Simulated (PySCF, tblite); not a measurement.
**C4H8AsNSi: geometry, infrared bands and NMR shifts**

What infrared bands and NMR shifts should C4H8AsNSi (`[H]/N=C\C#CC[SiH2][AsH2]`) show?

The runs use tblite 0.8.0 and PySCF 2.14.0, with density-fitted response routines of our own; the level of theory stands in each step. All values are computed, except where a source is named. Atoms count from 0, in the outputs and in this text.

## (1) Starting geometry

15 atoms, charge 0, multiplicity 1; geometry from: force field or distance geometry start.

Bonds of the start (Å): N0–C1 1.29, C1–C2 1.45, C2–C3 1.20, C3–C4 1.46, C4–Si5 1.83, Si5–As6 2.35, N0–H7 1.03, C1–H8 1.07, C4–H9 1.12, C4–H10 1.12, Si5–H11 1.48, Si5–H12 1.48, As6–H13 1.59, As6–H14 1.56.

## (2) Relaxing the molecule with GFN2-xTB

The job: settings as JSON, then the geometry in Å.

```
{"job": {"kind": "relax", "xc": "GFN2-xTB", "basis": "xTB"}, "charge": 0, "multiplicity": 1}
N     -3.890700    -0.857900     0.791300
C     -3.328200     0.215300     0.339100
C     -1.955900     0.138200    -0.135600
C     -0.834600     0.109400    -0.565000
C      0.531700     0.058600    -1.079600
Si     1.643200    -0.685200     0.172300
As     3.048200     0.973300     1.059700
H     -3.433900    -1.785300     0.828300
H     -3.790100     1.177400     0.315300
H      0.895200     1.085900    -1.333600
H      0.566500    -0.507200    -2.040700
H      2.550700    -1.591800    -0.572600
H      0.956200    -1.447800     1.233100
H      4.493600     0.773500     0.438600
H      2.543600     2.351600     0.527700
```

On the command line:

```bash
OMP_NUM_THREADS=1 python probes_run.py task.json out
```

This one command runs all jobs of the session in turn.

**Question.** This job is followed by: GFN2-xTB harmonic vibrations, gas phase; GIAO PBE0/pcSseg-1 NMR shielding, non-relativistic, gas phase. Predict these results of the whole session: strongest single infrared mode (GFN2-xTB); zero-point energy (GFN2-xTB); 13C shifts against TMS (PBE0/pcSseg-1); 1H shifts against TMS (PBE0/pcSseg-1, means over atoms taken as alike); 15N shifts against NH3 (PBE0/pcSseg-1); 29Si shifts against TMS (PBE0/pcSseg-1); 75As shifts against AsH3 (PBE0/pcSseg-1); surface potential, 1st and 99th percentile.

The runs gave:

| quantity | value |
| --- | --- |
| strongest single infrared mode (GFN2-xTB) | 1911 cm⁻¹, 646 km/mol |
| zero-point energy (GFN2-xTB) | 61.2 kcal/mol |
| 13C shifts against TMS (PBE0/pcSseg-1) | 156.5, 100.3, 87.3, 4.6 ppm |
| 1H shifts against TMS (PBE0/pcSseg-1, means over atoms taken as alike) | 11.76, 7.74, 4.66, 2.13, 1.63 ppm |
| 15N shifts against NH3 (PBE0/pcSseg-1) | 389.8 ppm |
| 29Si shifts against TMS (PBE0/pcSseg-1) | -40.1 ppm |
| 75As shifts against AsH3 (PBE0/pcSseg-1) | -38 ppm |
| surface potential, 1st and 99th percentile | -1.86 V and 1.22 V |

In words: Over 171 steps the energy fell by 1.057 eV; of the close pairs, C4–Si5 changed most, 1.832 to 1.931 Å. No mode is imaginary among the 39: a minimum at this level. The strongest single mode, at 1911 cm⁻¹, moves mainly H14. Unscaled tight-binding wavenumbers are off by several per cent, some by more. Its intensities can rank the bands wrongly. At PBE0/pcSseg-1: The widest tensor belongs to N0: span 721 ppm, with a paramagnetic part of -445 ppm. By nearest atom (PBE0/pcSseg-1), the HOMO sits on C2, C3 about 24 % each; N0 18 % and the LUMO on N0 28 %; C1, C3 about 21 % each. Spin-orbit coupling is left out, which matters for shieldings and couplings at and beside the heavy atoms.
